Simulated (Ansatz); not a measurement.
Run this with Ansatz's Python interface and show what comes out.

Contents of `cshfcu3se4.extxyz`:
```text
9
Lattice="6.42201 0.0 0.0 0.0 6.42201 0.0 0.0 0.0 6.42201" Properties=species:S:1:pos:R:3 pbc="T T T"
Cs    3.21100500    3.21100500    3.21100500
Hf    0.00000000    0.00000000    0.00000000
Cu    0.00000000    3.21100500    0.00000000
Cu    0.00000000    0.00000000    3.21100500
Cu    3.21100500    0.00000000    0.00000000
Se    1.41887889    1.41887889    1.41887889
Se    5.00313111    5.00313111    1.41887889
Se    1.41887889    5.00313111    5.00313111
Se    5.00313111    1.41887889    5.00313111
```

Script `run_scf.py`:
```python
"""Single point of CsHfCu3Se4."""

import json
import sys

import ansatz
import numpy as np

structure = ansatz.Crystal.from_extxyz("cshfcu3se4.extxyz")

# functional, basis and sampling
job = structure.calculation()
job = job.functional("PBE")
job = job.basis(550)
job = job.kpoints(3)
job = job.occupations("fermi_dirac").potential()
job = job.xc_energy_on_converged_density(["lda", "blyp", "pbe"])
job = job.density()
try:
    result = job.run(threads=1, backend="cpu")
except ansatz.NonConvergedError as error:
    sys.exit(f"no convergence: {error}")
except ansatz.RefusalError as error:
    sys.exit(f"input refused: {error}")
report = result.report

for key in ("converged", "n_iterations", "n_electrons", "n_kpoints", "n_pw", "n_symmetry_ops", "free_energy_ev", "fermi_energy_ev"):
    print(f"{key:18s} {report[key]}")

v = result.potential()
line = v.v_es_ev.mean(axis=(0, 1))
print("planar mean of the electrostatic potential along the third grid axis (eV):")
print(np.round(line[:: max(len(line) // 12, 1)], 3))

for entry in report.get("xc_energy_on_converged_density", []):
    print(entry["functional"], {k: round(v, 3) for k, v in entry.items() if isinstance(v, float)})

rho = result.density()
total = sum(ch.density_e_per_ang3 for ch in rho.channels[:2]) if len(rho.channels) < 3 else rho.channels[0].density_e_per_ang3
print("grid", rho.dims, "electrons", round(float(total.mean() * rho.cell_volume_ang3), 4))
profile = total.mean(axis=(0, 1))
print("planar average along grid axis 2 (e/A^3):")
print(np.array2string(profile[:: max(len(profile) // 16, 1)], precision=4))

keep = ["free_energy_ev", "energy_sigma0_ev", "fermi_energy_ev", "n_iterations", "converged", "magnetization_mub", "n_kpoints"]
with open("cshfcu3se4.json", "w") as handle:
    json.dump({key: report[key] for key in keep}, handle, indent=1)
```

Output of `python run_scf.py`:
```text
converged          True
n_iterations       9
n_electrons        156.0
n_kpoints          4
n_pw               7809
n_symmetry_ops     24
free_energy_ev     -63148.9502724715
fermi_energy_ev    7.116502140026141
planar mean of the electrostatic potential along the third grid axis (eV):
[1.083 3.128 5.742 6.611 7.025 6.67  4.757 5.465 7.374 6.767 6.314 4.658
 1.648]
lda {'e_xc_with_core_ev': -27799.181, 'free_energy_ev': -62185.653}
blyp {'e_xc_with_core_ev': -28877.137, 'free_energy_ev': -63263.599}
pbe {'e_xc_with_core_ev': -28762.49, 'free_energy_ev': -63148.95}
grid (50, 50, 50) electrons 156.0
planar average along grid axis 2 (e/A^3):
[1.9874 0.8678 0.3057 0.6427 0.8771 0.2738 0.1602 0.2443 0.6859 0.509
 0.1911 0.1687 0.4185 0.9776 0.439  0.375  1.3234]
```

It writes `cshfcu3se4.json`:
```json
{
 "free_energy_ev": -63148.9502724715,
 "energy_sigma0_ev": -63148.94856935068,
 "fermi_energy_ev": 7.116502140026141,
 "n_iterations": 9,
 "converged": true,
 "magnetization_mub": 0.0,
 "n_kpoints": 4
}
```

Notes:
- Absolute energies stand on the zero of these potentials, so only differences at equal settings mean something. A total without «per atom» is that of the cell as typed.
- Only differences from the Fermi energy are physical; the zero of the scale is a convention.
- In a crystal with a gap the Fermi level's place inside it depends on smearing and mesh.
- Spin-orbit coupling, which matters for elements this heavy, is left out.
- Densities and potentials on the grid are those of the valence electrons, and inside the cores they hang on the potentials used.
- The structure comes from a database of computed cells and needn't be a stable or known phase.

(Lines on the test bed's own set-up are left out of the output.)
